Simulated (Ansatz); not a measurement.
2 structures of TiH: a ranking of polymorphs by energy, run with the Ansatz DFT code, driven from Python.

`tih_polymorphs.py`
```python
# -*- coding: utf-8 -*-
"""Relative energies of TiH phases, after relaxing cells and atoms."""

import ansatz
import numpy as np
import spglib

PHASES = {
    "Fm-3m": (
        [[0.0, 2.0897, 2.0897], [2.0897, 0.0, 2.0897], [2.0897, 2.0897, 0.0]],
        [
            ("Ti", [0.0, 0.0, 0.0]),
            ("H", [0.5, 0.5, 0.5]),
        ],
    ),
    "P6_3/mmc": (
        [[2.87758, 0.0, 0.0], [-1.43879, 2.49206, 0.0], [0.0, 0.0, 5.26329]],
        [
            ("Ti", [0.0, 0.0, 0.0]),
            ("Ti", [0.0, 0.0, 0.5]),
            ("H", [2 / 3, 1 / 3, 0.75]),
            ("H", [1 / 3, 2 / 3, 0.25]),
        ],
    ),
}


def build(vectors, sites):
    crystal = ansatz.Crystal(lattice=ansatz.Lattice.of(vectors))
    for symbol, position in sites:
        crystal = crystal.atom(symbol, position)
    return crystal


def run_phase(name, crystal):
    calc = (
        crystal.calculation()
        .functional(ansatz.Functional.PBESOL)
        .basis(16 * ansatz.Ha)
        .scf(tolerance=1e-08, max_iterations=95)
        .kpoints(spacing=0.3)
        .occupations("fermi_dirac", width=0.1)
        .stress()
        .band_table()
    )
    calc = calc.relax(force_tolerance=0.01, max_steps=30, cell=True)
    return calc.run(threads=1, backend="cpu")


def volume_per_atom(outcome):
    return abs(np.linalg.det(outcome.lattice.cell_ang)) / len(outcome.lattice.sites)


def space_group(outcome):
    sites = outcome.report["lattice"]["sites"]
    kinds = sorted({site["symbol"] for site in sites})
    cell = (outcome.lattice.cell_ang, [site["position_frac"] for site in sites], [kinds.index(site["symbol"]) for site in sites])
    return spglib.get_spacegroup(cell, symprec=0.01)


def pressure_gpa(outcome):
    return float(np.trace(outcome.report["stress_gpa"]) / 3)

phases = {name: build(*cell) for name, cell in PHASES.items()}

done = {name: run_phase(name, crystal) for name, crystal in phases.items()}

energy = {name: o.report["energy_sigma0_ev"] / len(o.lattice.sites) for name, o in done.items()}
lowest = min(energy.values())
rows = [(name, len(o.lattice.sites), 1000 * (energy[name] - lowest), volume_per_atom(o), space_group(o), pressure_gpa(o)) for name, o in done.items()]
rows.sort(key=lambda row: row[2])
print("     phase       atoms  dE (meV/atom)  V (A^3/atom)  space group     P (GPa)")
for row in rows:
    print(f"{str(row[0]):>10}  {row[1]:10d}  {row[2]:13.1f}  {row[3]:12.3f}  {str(row[4]):>11}  {row[5]:10.2f}")
```

Which of these structures comes out lowest, and how far apart are they?

By space group at the end of each run: Fm-3m (+0 meV an atom, 8.9 Å³) and P6_3/mmc (+180 meV an atom, 9.0 Å³).

The run itself:

```console
$ python tih_polymorphs.py
DeckWarning: relax.cell: scf.convergence.dr2_threshold = 1e-8 eV is looser than the 2e-10 eV advised for a relaxation that steers and ends on the stress (1e-10 eV for each atom of the cell: 2). What an SCF threshold leaves in a stress goes as its square root, and in the free energy as the threshold itself, and one [...]
DeckWarning: relax.cell: scf.convergence.dr2_threshold = 1e-8 eV is looser than the 4e-10 eV advised for a relaxation that steers and ends on the stress (1e-10 eV for each atom of the cell: 4). What an SCF threshold leaves in a stress goes as its square root, and in the free energy as the threshold itself, and one [...]
     phase       atoms  dE (meV/atom)  V (A^3/atom)  space group     P (GPa)
     Fm-3m           2            0.0         8.892  Fm-3m (225)       -0.01
  P6_3/mmc           4          180.4         9.034  P6_3/mmc (194)       -0.00
```
(Warnings from the package without file and line, shortened.)

The run is spin-unpolarised. For the metals among these phases the mesh is modest: differences between phases can be off by up to 40 meV an atom. Pressure is positive in compression. The cells come from databases of deposited and of computed structures, and not all need be stable phases. The ranking holds among these structures alone, at zero temperature; the ground state may be another structure. Differences under about 40 meV an atom lie within the error of mesh and functional. Wall time of the script: 22 s on 1 thread of Arm Neoverse N1, with other jobs on the host, peak memory 0.41 GiB.
